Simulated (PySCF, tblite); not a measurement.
# C11H7NS: excited states

Aim: compute the excited states of C11H7NS (`c1ccc2c(c1)sc1ncccc12`).

Computed with tblite 0.8.0 and PySCF 2.14.0 and routines of our own; the level stands in each step. Atoms count from 0.

## Step 1: The starting structure

20 atoms, charge 0, multiplicity 1; geometry from: force field or distance geometry start.

## Step 2: Relaxing the molecule with GFN2-xTB

What the job is given:

```
{"job": {"kind": "relax", "xc": "GFN2-xTB", "basis": "xTB"}, "charge": 0, "multiplicity": 1}
C     -3.364400    -0.013100     0.340600
C     -2.550300    -0.672000     1.213500
C     -1.171500    -0.706600     1.132000
C     -0.503100    -0.021800     0.080700
C     -1.315000     0.628700    -0.777400
C     -2.709400     0.659600    -0.695000
S     -0.328900     1.439400    -2.048700
C      1.218400     0.772000    -1.224400
N      2.493900     0.950500    -1.621400
C      3.515100     0.398800    -0.918400
C      3.181000    -0.335100     0.167400
C      1.882800    -0.535300     0.584500
C      0.814400     0.045700    -0.136000
H     -4.426500    -0.012400     0.443900
H     -3.014900    -1.207400     2.050300
H     -0.645600    -1.255700     1.888600
H     -3.288100     1.204300    -1.413500
H      4.516800     0.578100    -1.285600
H      3.968600    -0.789500     0.762200
H      1.721500    -1.117400     1.453400
```

Run with:

```sh
$ OMP_NUM_THREADS=1 python excited_run.py task.json out
```

This one command runs all jobs of the session in turn.

What it wrote:

```text
step      E/eV     max force
  0    -905.13699    5.593
  1    -905.57531    2.711
  2    -905.78296    0.886
  3    -905.85934    0.644
  4    -905.91918    0.599
  5    -905.94100    0.416
  6    -905.96456    0.387
  7    -905.98207    0.409
  8    -905.99996    0.357
  9    -906.00801    0.174
 10    -906.01180    0.127
 11    -906.01444    0.162
 12    -906.01734    0.169
 13    -906.02092    0.153
 14    -906.02502    0.155
 15    -906.02867    0.143
 16    -906.03144    0.134
 17    -906.03377    0.114
 18    -906.03612    0.140
 19    -906.03807    0.099
 20    -906.03911    0.080
 21    -906.03961    0.075
 22    -906.04000    0.063
 23    -906.04038    0.057
 24    -906.04060    0.035
 25    -906.04069    0.018
 26    -906.04072    0.015
 27    -906.04074    0.012
 28    -906.04076    0.008
```

Wall time 0.3 s (1 thread of Arm Neoverse V1, shared host); peak memory 0.18 GiB.

Relaxation path:

```tsv
step	energy from step 0 (eV)	largest force (eV/Å)
0	0.0000	5.5926
1	-0.4383	2.7108
2	-0.6460	0.8855
3	-0.7224	0.6440
4	-0.7822	0.5991
5	-0.8040	0.4163
6	-0.8276	0.3870
7	-0.8451	0.4088
8	-0.8630	0.3568
9	-0.8710	0.1738
10	-0.8748	0.1270
11	-0.8775	0.1617
12	-0.8804	0.1689
13	-0.8839	0.1532
14	-0.8880	0.1552
15	-0.8917	0.1426
16	-0.8945	0.1338
17	-0.8968	0.1143
18	-0.8991	0.1401
19	-0.9011	0.0989
20	-0.9021	0.0796
21	-0.9026	0.0747
22	-0.9030	0.0630
23	-0.9034	0.0569
24	-0.9036	0.0348
25	-0.9037	0.0182
26	-0.9037	0.0151
27	-0.9038	0.0124
28	-0.9038	0.0082
```

Distances of close pairs at the start and the end, largest changes first:

```tsv
bond	before (Å)	after (Å)	change (Å)
S6–C7	1.876	1.746	-0.130
C3–C12	1.337	1.436	+0.099
C3–C4	1.349	1.406	+0.057
C4–S6	1.802	1.753	-0.048
C7–C12	1.369	1.411	+0.041
C9–C10	1.352	1.392	+0.040
N8–C9	1.357	1.320	-0.037
C7–N8	1.348	1.317	-0.031
```

The final coordinates are the input of the step that follows.

## Step 3: Harmonic vibrations with GFN2-xTB

What the job is given:

```
{"job": {"kind": "ir", "xc": "GFN2-xTB", "basis": "xTB"}, "charge": 0, "multiplicity": 1}
C     -3.311508     0.025304     0.286167
C     -2.601645    -0.687096     1.248416
C     -1.224425    -0.749040     1.205673
C     -0.540147    -0.090919     0.187306
C     -1.270443     0.624630    -0.777777
C     -2.653875     0.686044    -0.733432
S     -0.249714     1.387651    -1.982212
C      1.175757     0.750874    -1.199884
N      2.390350     0.981392    -1.653513
C      3.392304     0.447700    -0.979357
C      3.225056    -0.330034     0.163072
C      1.946917    -0.568695     0.635133
C      0.873544    -0.018147    -0.056239
H     -4.389172     0.061608     0.336897
H     -3.136699    -1.196393     2.035691
H     -0.675237    -1.302238     1.952601
H     -3.197613     1.239341    -1.482734
H      4.376456     0.654994    -1.376556
H      4.085202    -0.738767     0.669168
H      1.779745    -1.167530     1.518544
```

What it wrote:

```text
mode    cm-1     km/mol
  1      93.5      0.01
  2     121.2      0.95
  3     205.7      0.16
  4     211.0      0.78
  5     262.6      0.09
  6     390.6      0.09
  7     399.7      1.78
  8     413.9      2.09
  9     414.3      0.09
 10     460.6      0.20
 11     478.7      1.96
 12     486.3      3.02
 13     541.7      1.67
 14     588.2      0.37
 15     668.4      2.18
 16     695.9      6.37
 17     706.2      2.22
 18     706.2      4.76
 19     770.6      4.68
 20     771.1     41.92
 21     795.8      3.70
 22     872.4      0.11
 23     903.3      0.17
 24     907.0      0.15
 25     912.6      0.13
 26     923.5      0.01
 27     976.1      2.18
 28    1059.7     33.91
 29    1075.7      0.74
 30    1092.5      3.06
 31    1107.4     29.39
 32    1141.8      4.50
 33    1158.6      5.02
 34    1181.3      2.80
 35    1219.8     12.41
 36    1234.3      3.18
 37    1292.5     12.00
 38    1320.9      8.73
 39    1337.6      1.49
 40    1355.9     50.99
 41    1410.8     13.12
 42    1432.6     13.51
 43    1469.9     10.86
 44    1546.2     20.73
 45    1559.3     19.71
 46    1577.1     19.93
 47    1587.7     17.66
 48    3067.9     25.49
 49    3075.8     15.06
 50    3082.8      1.21
 51    3088.6     20.97
 52    3097.2     59.41
 53    3101.7     49.72
 54    3105.4     22.81
```

Run time: 1.1 s. Hardware: 1 thread of Arm Neoverse V1, shared host; peak memory 0.18 GiB.

The strongest bands and the atoms that carry them (share of the mass-weighted mode):

```tsv
cm⁻¹	km/mol	atoms
771	41.9	H14 21 %, H13 21 %, H15 14 %, H16 13 %
1060	33.9	C4 22 %, C7 15 %, C11 11 %, C2 11 %
1107	29.4	C7 27 %, H19 25 %
1356	51.0	N8 25 %, C12 17 %, H19 12 %
3068	25.5	H17 91 %
3097	59.4	H14 43 %, H15 19 %, H16 18 %, H13 11 %
3102	49.7	H18 85 %
3105	22.8	H16 66 %, H13 19 %
```

## Step 4: Excited states: TDA B3LYP/def2-SVP

The job, as its differences from that of step 3:

```diff
@@ -1,2 +1,2 @@
-{"job": {"kind": "ir", "xc": "GFN2-xTB", "basis": "xTB"}, "charge": 0, "multiplicity": 1}
+{"job": {"kind": "states", "xc": "B3LYP", "basis": "def2-SVP", "tda": true, "soc": true, "nstates": 8, "ntriplets": 5, "nquad": 4}, "charge": 0, "multiplicity": 1}
 C     -3.311508     0.025304     0.286167
```

Level: TDA B3LYP/def2-SVP excited states, vertical, gas phase, spin-orbit mean-field couplings.

What it wrote:

```text
coarse grid: 18976 points
cycle   1  E = -875.7031927037  dE =  2.633e+00  |g| = 4.567e-01  |ddm| = 6.405e+00
cycle   2  E = -875.6653508813  dE =  3.784e-02  |g| = 6.147e-01  |ddm| = 1.490e+00
cycle   3  E = -875.7583987377  dE = -9.305e-02  |g| = 1.184e-01  |ddm| = 8.091e-01
cycle   4  E = -875.7616358205  dE = -3.237e-03  |g| = 5.530e-02  |ddm| = 2.331e-01
cycle   5  E = -875.7623799842  dE = -7.442e-04  |g| = 2.110e-02  |ddm| = 9.744e-02
cycle   6  E = -875.7624993202  dE = -1.193e-04  |g| = 4.291e-03  |ddm| = 3.238e-02
cycle   7  E = -875.7625029800  dE = -3.660e-06  |g| = 1.996e-03  |ddm| = 7.041e-03
final grid: 183632 points
cycle   8  E = -875.8914010975  dE = -4.333e-05  |g| = 7.082e-03  |ddm| = 5.230e-02
cycle   9  E = -875.8913813208  dE =  1.978e-05  |g| = 1.113e-02  |ddm| = 2.278e-02
cycle  10  E = -875.8914139985  dE = -3.268e-05  |g| = 1.997e-03  |ddm| = 1.494e-02
cycle  11  E = -875.8914150945  dE = -1.096e-06  |g| = 3.952e-04  |ddm| = 3.061e-03
cycle  12  E = -875.8914151396  dE = -4.507e-08  |g| = 1.198e-04  |ddm| = 8.345e-04
cycle  13  E = -875.8914151426  dE = -3.029e-09  |g| = 5.530e-05  |ddm| = 1.855e-04
cycle  14  E = -875.8914151434  dE = -8.220e-10  |g| = 1.699e-05  |ddm| = 9.906e-05
converged SCF energy = -875.8914151434

Singlet excitations
state   eV       nm        f     d(h-e)  d(exc)  Lambda  PR(NTO)  |dmu|/D   mu/D   main configurations
  1   4.1403   299.5   0.02561   1.317   3.951   0.632   1.207    2.835    3.176   H->L 0.87
  2   4.6474   266.8   0.00210   1.836   3.590   0.399   1.003    4.113    2.441   H-2->L 0.97
  3   4.6919   264.3   0.09584   0.953   3.953   0.744   1.865    2.173    2.966   H-1->L 0.59, H->L+1 0.26
  4   5.1470   240.9   0.13993   0.703   3.625   0.696   2.262    1.463    3.252   H->L+1 0.40, H-1->L+2 0.32, H-3->L 0.09
  5   5.2730   235.1   0.00190   1.178   2.903   0.447   1.004                     H-2->L+1 0.95
  6   5.2810   234.8   0.00276   0.462   3.961   0.696   2.236                     H-1->L+1 0.52, H->L+2 0.36
  7   5.5018   225.4   0.43126   0.778   4.252   0.735   2.295                     H-3->L 0.34, H-1->L 0.20, H->L+1 0.17
  8   5.7882   214.2   0.00000   0.815   3.279   0.468   1.006                     H->L+4 0.96

Triplet excitations (Tamm-Dancoff)
state   eV     d(h-e)  d(exc)  Lambda  PR(NTO)   main configurations
  1   3.4478   0.333   3.492   0.732   1.188   H-1->L 0.57, H->L 0.30
  2   3.6329   0.938   3.687   0.676   1.067   H->L 0.66, H-1->L 0.28
  3   4.1575   0.884   3.300   0.690   1.262   H->L+1 0.74
  4   4.1607   1.377   3.043   0.407   1.006   H-2->L 0.79, H-2->L+1 0.14
  5   4.1936   0.469   3.037   0.742   1.433   H->L+2 0.73
S1 - T1 = 0.6926 eV

Spin-orbit couplings |<S|Hso|T>| (cm-1)
             T1       T2       T3       T4       T5
S0        0.040    0.062    0.506   21.024    0.105
S1        0.025    0.004    0.264   25.407    0.041
S2       10.716   25.002    1.373    0.216    4.105
S3        0.038    0.102    0.061    5.411    0.024
S4        0.028    0.054    0.075    8.903    0.069
S5        3.987    1.164   21.616    0.443    7.439
S6        0.078    0.044    0.253    7.277    0.099
S7        0.052    0.089    0.075    2.694    0.097
S8        5.195   10.459   18.884    0.317   27.440
T1 sublevels (cm-1): 0.000 0.003 0.003   radiative rates (1/s): 0.407 0.000133 0.19
```

Run time: 67 s. Hardware: 1 thread of Arm Neoverse V1, shared host; peak memory 0.98 GiB.

From this job:

```tsv
quantity	value
S1 less T1	0.69 eV
```

## Step 5: What came out

```
                                 quantity                 value
strongest single infrared mode (GFN2-xTB)  3097 cm⁻¹, 59 km/mol
             zero-point energy (GFN2-xTB)         90.7 kcal/mol
  S1 less T1 (step 4, TDA B3LYP/def2-SVP)               0.69 eV
```

In words: No mode is imaginary among the 54: a minimum at this level. The strongest single mode, at 3097 cm⁻¹, moves mainly H14, H15 and H16. GFN2-xTB is a fitted tight-binding method: band positions and strengths are rough. Its intensities can rank the bands wrongly. In step 4, the number of triplets below S1 is 2, and the largest singlet-triplet spin-orbit coupling is S8–T5, 27.44 cm⁻¹.
